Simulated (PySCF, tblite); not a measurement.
# C3H8NOSi radical: geometry, infrared bands and EPR parameters

Wanted: the infrared bands and EPR parameters of C3H8NOSi radical (`C=CCO[SiH2][NH]`), by calculation.

Programs: tblite 0.8.0 and PySCF 2.14.0, with density-fitted response routines of our own. Each step states its level of theory. These are calculated values for one molecule in the gas phase, unless marked as measured. Atoms count from 0, in the outputs and in this text.

## (1) Starting geometry

14 atoms, charge 0, multiplicity 2; geometry from: force field or distance geometry start.

Bonds of the start (Å): C0–C1 1.34, C1–C2 1.51, C2–O3 1.36, O3–Si4 1.70, Si4–N5 1.77, C0–H6 1.09, C0–H7 1.08, C1–H8 1.10, C2–H9 1.12, C2–H10 1.12, Si4–H11 1.47, Si4–H12 1.48, N5–H13 1.07.

## (2) Geometry optimisation with GFN2-xTB

Job settings and geometry (Å):

```
{"job": {"kind": "relax", "xc": "GFN2-xTB", "basis": "xTB"}, "charge": 0, "multiplicity": 2}
C     -2.663500     0.203900    -0.852500
C     -1.837200     0.600000     0.119000
C     -0.359800     0.685800    -0.197000
O      0.240300    -0.187400     0.654100
Si     1.935600    -0.295700     0.512800
N      2.762600     1.265600     0.449800
H     -3.722500     0.150100    -0.592000
H     -2.307900    -0.026900    -1.840800
H     -2.199500     0.830200     1.128200
H     -0.040000     1.747500    -0.062900
H     -0.282700     0.351800    -1.267300
H      2.415100    -1.020300     1.697500
H      2.321200    -1.147900    -0.635800
H      3.737600     1.122900     0.864700
```

Run with:

```
$ OMP_NUM_THREADS=1 python probes_run.py task.json out
```

One launch serves the whole session: the jobs run in the order shown.

**Question.** This job is followed by: GFN2-xTB harmonic vibrations, gas phase; UKS B3LYP, pcH-1 on C H N O Si, non-relativistic, mean-field spin-orbit, GIAO. What will the session give for the following? strongest single infrared mode (GFN2-xTB); zero-point energy (GFN2-xTB); g(iso) (B3LYP); ⟨S²⟩; largest a(iso) (averaged by class); potential on the surface of density 0.002 e/bohr³, 1st and 99th percentile.

As calculated:

| quantity | value |
| --- | --- |
| strongest single infrared mode (GFN2-xTB) | 758 cm⁻¹, 130 km/mol |
| zero-point energy (GFN2-xTB) | 63.2 kcal/mol |
| g(iso) (B3LYP) | 2.00563 |
| ⟨S²⟩ | 0.754 (exact 0.75) |
| largest a(iso) (averaged by class) | 1H on H11, H12, 120.0 MHz |
| potential on the surface of density 0.002 e/bohr³, 1st and 99th percentile | -1.30 V and 1.90 V |

In words: Relaxing lowered the energy by 0.685 eV in 92 steps; the close pair that moved most is Si4–N5, from 1.768 to 1.677 Å. No mode is imaginary among the 36: a minimum at this level. The strongest single mode, at 758 cm⁻¹, is carried by H13, H11, H12. Unscaled tight-binding wavenumbers are off by several per cent, some by more. Its intensities can rank the bands wrongly. Most of the unpaired spin sits on N5 (0.95 e). The isotropic g lies 3.3 ppt above the free-electron value. The conformer search found further structures of the same energy, which may be mirror or relabelled copies of this one.
